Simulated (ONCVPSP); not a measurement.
**An ONCV potential for Ni, from input to tests**

Do these settings give a usable potential? It is generated, then checked for transferability, scattering, ghosts and hardness.

Method: ONCVPSP 4.0.1.1 (patched build), PBE, scalar-relativistic.

### 1 Settings

The settings as typed:

- element: nickel (Ni, Z = 28)
- type: optimised norm-conserving Vanderbilt (ONCV)
- frozen core: [Ne]
- valence charge: 18
- reference configuration: 3s2 3p6 3d8 4s2
- partial waves: 3s+4s: rc 1.40 bohr, ncon 5, nbas 9, qcut 7.1 1/bohr, 2 projectors; 3p: rc 0.95 bohr, ncon 5, nbas 10, qcut 14.8 1/bohr, 2 projectors, debl 0.4 Ha; 3d: rc 1.55 bohr, ncon 3, nbas 7, qcut 11.5 1/bohr, 2 projectors, debl 3 Ha; f scattering state at 0.35 Ha: rc 1.70 bohr, ncon 5, nbas 8, qcut 7.2 1/bohr, 2 projectors, debl 1.7 Ha
- local potential: polynomial inside 0.70 bohr (lpopt 5, dvloc0 4 Ha)
- core correction: Teter function, fcfact 3.5, rcfact 1.25

The nodes and maxima of the atom's own shells, from an earlier all-electron run, set the scale for the radii.

All-electron outer shells of the reference configuration (PBE, scalar-relativistic, ld1.x):

```tsv
shell	level (eV)	outermost node (bohr)	outermost maximum (bohr)
2p	-844.68	–	0.16
3s	-111.06	0.30	0.64
3p	-71.39	0.27	0.65
3d	-8.87	–	0.63
4s	-5.64	0.92	2.24
4p	-1.22	1.00	3.17
```

### 2 Generation

Contents of Ni.dat:

```
# ATOM AND REFERENCE CONFIGURATION
# atsym  z   nc   nv     iexc    psfile
  Ni 28.00    3    4        4      upf
#
#   n    l    f
    1    0    2.00
    2    0    2.00
    2    1    6.00
    3    0    2.00
    3    1    6.00
    3    2    8.00
    4    0    2.00
#
# PSEUDOPOTENTIAL AND OPTIMIZATION
# lmax
    3
#
#   l,   rc,      ep,       ncon, nbas, qcut
    0    1.40    0.00    5    9    7.10
    1    0.95    0.00    5   10   14.80
    2    1.55    0.00    3    7   11.50
    3    1.70    0.35    5    8    7.20
#
# LOCAL POTENTIAL
# lloc, lpopt,  rc(5),   dvloc0
    4    5    0.70    4.00
#
# VANDERBILT-KLEINMAN-BYLANDER PROJECTORs
# l, nproj, debl
    0    2    2.70
    1    2    0.40
    2    2    3.00
    3    2    1.70
#
# MODEL CORE CHARGE
# icmod, fcfact, rcfact
    3    3.50    1.25
#
# LOG DERIVATIVE ANALYSIS
# epsh1, epsh2, depsh
   -6.00    5.00    0.04
#
# OUTPUT GRID
# rlmax, drl
    6.00    0.01
#
# TEST CONFIGURATIONS
# ncnf
    4
# nvcnf
#   n    l    f
    4
    3    0    2.00
    3    1    6.00
    3    2    8.00
    4    0    1.00
#
    4
    3    0    2.00
    3    1    6.00
    3    2    8.00
    4    0    0.00
#
    4
    3    0    2.00
    3    1    6.00
    3    2    7.00
    4    0    0.00
#
    5
    3    0    2.00
    3    1    6.00
    3    2    7.00
    4    0    2.00
    4    1    1.00
#
```

Started as:

```
$ oncvpsp.x < Ni.dat > Ni.out
```

**Question.** What will these runs give? Wanted: cutoffs for 1 and 0.1 mHa per electron, occupied waves; bound ghosts; GHOST(+) flags; largest test error; largest phase difference near zero energy, channels read; rms error of d²Exc/dn², without and with the model core; projector energies reset by the program.

**Answer**, as computed:

| quantity | value |
| --- | --- |
| cutoffs for 1 and 0.1 mHa per electron, occupied waves | 69 Ha and 88 Ha |
| bound ghosts | none found |
| GHOST(+) flags | none at low energy |
| largest test error (AE − PS) | +62 meV, for 3s2 3p6 3d7 4s2 4p1 |
| largest phase difference near zero energy, channels read | 0.000 rad |
| rms error of d²Exc/dn², without and with the model core | 3.76 and 0.85 mHa |
| projector energies reset by the program | p: -2.623, 0.250 Ha |

What this shows: The worst unpolarised test, 3s2 3p6 3d7 4s2 4p1, is off by 62 meV on 10.5 eV; by total energies transferability rates as fair. By its cutoff, 69 Ha for the looser tolerance, it is very hard. At the looser tolerance the 3p wave is the slowest; 3d needs 48 Ha. No bound ghost shows below the valence levels. Near zero energy the phases of the channels with partial waves agree within 0.001 rad. These are tests on the free atom; a crystal test is still owed.
